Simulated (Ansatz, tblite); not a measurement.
**SiF2Cl2 (SiCl2F2): one state, many levels**

The task here is to estimate one member of a computed series from the others.

Method: as each input shows; program: Ansatz 0.2.0, Gaussian basis.

Plan: GFN1-xTB, GFN2-xTB, PBE-D4/def2-TZVP, r2SCAN-D4/def2-TZVP, revPBE-D4/def2-TZVP, CAM-B3LYP-D4/def2-TZVP, ωB97X-V/def2-TZVP, ωB97M-V/def2-TZVP, BLYP-D4/def2-TZVP, PBE-QIDH/def2-TZVP, BHLYP-D4/def2-TZVP, PBE-D4/def2-SVP, PBE0-D4/def2-SVP, HF/STO-3G, HF/6-31G, B3LYP-D4/6-31G, PBE0-D4/def2-TZVPD, PBE-D4/def2-TZVPD, r2SCAN-D4/def2-TZVPD, CCSD(T)/def2-TZVPP, MP2/def2-TZVP, RPA/def2-TZVP.

### The relaxed structure

The singlet was relaxed beforehand with PBE0-D4/def2-SVP.

5 atoms, charge 0, spin multiplicity 1.

Bond lengths: Si1–F2 1.597 Å, Si1–F3 1.597 Å, Si1–Cl4 2.018 Å, Si1–Cl5 2.018 Å. Angles: F2–Si1–F3 107.6°, F2–Si1–Cl4 109.4°, F2–Si1–Cl5 109.4°, F3–Si1–Cl4 109.4°, F3–Si1–Cl5 109.4°, Cl4–Si1–Cl5 111.7°.

PBE0-D4/def2-TZVP was run before; its log isn't repeated, and its numbers join the tables.

The first run:

Tight binding, by tblite at 300 K electronic temperature and without a spin-polarisation term:

```python
tblite.interface.Calculator('GFN1-xTB', numbers, positions, charge=0, uhf=0).singlepoint()
```

Tight binding, by tblite at 300 K electronic temperature and without a spin-polarisation term:

```python
tblite.interface.Calculator('GFN2-xTB', numbers, positions, charge=0, uhf=0).singlepoint()
```

start.molden holds the orbitals of an earlier run on this state, given as this run's starting guess.

in.yaml

```yaml
crystal:
  periodic: [false, false, false]
  atoms:
    - {symbol: Si, position_ang: [0.062104, -0.000259, 0.043267]}
    - {symbol: F, position_ang: [0.099275, -0.015235, 1.639720]}
    - {symbol: F, position_ang: [1.572677, 0.006943, -0.474797]}
    - {symbol: Cl, position_ang: [-0.869766, 1.674612, -0.588488]}
    - {symbol: Cl, position_ang: [-0.864290, -1.666061, -0.619713]}
basis:
  gaussian: {orbitals: def2-TZVP, initial_orbitals: start.molden}
hamiltonian: {xc: pbe, dispersion: d4}
scf: {omitted_lower_state_checks: [starts]}
output: {orbitals: {seedname: orbitals}}
```

Run with:

```
ansatz run in.yaml --threads 4 --pin off --events-out ev --progress --plain --max-ram 3916MiB
```

Steps of the session up to this table: PBE-D4/def2-TZVP; r2SCAN-D4/def2-TZVP; revPBE-D4/def2-TZVP; CAM-B3LYP-D4/def2-TZVP; ωB97X-V/def2-TZVP; ωB97M-V/def2-TZVP; BLYP-D4/def2-TZVP; PBE-QIDH/def2-TZVP; BHLYP-D4/def2-TZVP; PBE-D4/def2-SVP; PBE0-D4/def2-SVP; HF/STO-3G; HF/6-31G; B3LYP-D4/6-31G; PBE0-D4/def2-TZVPD; PBE-D4/def2-TZVPD; r2SCAN-D4/def2-TZVPD; CCSD(T)/def2-TZVPP; MP2/def2-TZVP; RPA/def2-TZVP.

One of the session's tables, all rows but one given; the rest of the session is left out.

| level | HOMO (eV) | LUMO (eV) | gap (eV) |
| --- | --- | --- | --- |
| HF/STO-3G | -11.49 | 7.07 | 18.57 |
| HF/6-31G | -14.01 | 2.43 | 16.43 |
| PBE-D4/def2-SVP | -8.28 | -0.83 | 7.46 |
| PBE-D4/def2-TZVP | -8.49 | -1.21 | 7.27 |
| PBE-D4/def2-TZVPD | -8.55 | -1.52 | 7.03 |
| revPBE-D4/def2-TZVP | -8.43 | -1.08 | 7.35 |
| BLYP-D4/def2-TZVP | -8.31 | -1.12 | 7.19 |
| r2SCAN-D4/def2-TZVP | -8.89 | -0.74 | 8.15 |
| r2SCAN-D4/def2-TZVPD | -8.91 | -0.97 | 7.94 |
| B3LYP-D4/6-31G | ? | ? | ? |
| PBE0-D4/def2-SVP | -9.86 | 0.19 | 10.05 |
| PBE0-D4/def2-TZVP | -9.97 | -0.15 | 9.82 |
| PBE0-D4/def2-TZVPD | -10.00 | -0.63 | 9.38 |
| BHLYP-D4/def2-TZVP | -11.27 | 0.95 | 12.23 |
| CAM-B3LYP-D4/def2-TZVP | -11.34 | 0.95 | 12.29 |
| ωB97X-V/def2-TZVP | -12.40 | 2.18 | 14.57 |
| ωB97M-V/def2-TZVP | -12.21 | 1.92 | 14.13 |

**Question.** Estimate the row for B3LYP-D4/6-31G.

As computed: HOMO (eV): -10.08; LUMO (eV): -1.63; gap (eV): 8.45. In the column «HOMO (eV)» it lies between BHLYP-D4/def2-TZVP (-11.27) and PBE0-D4/def2-TZVPD (-10.00).
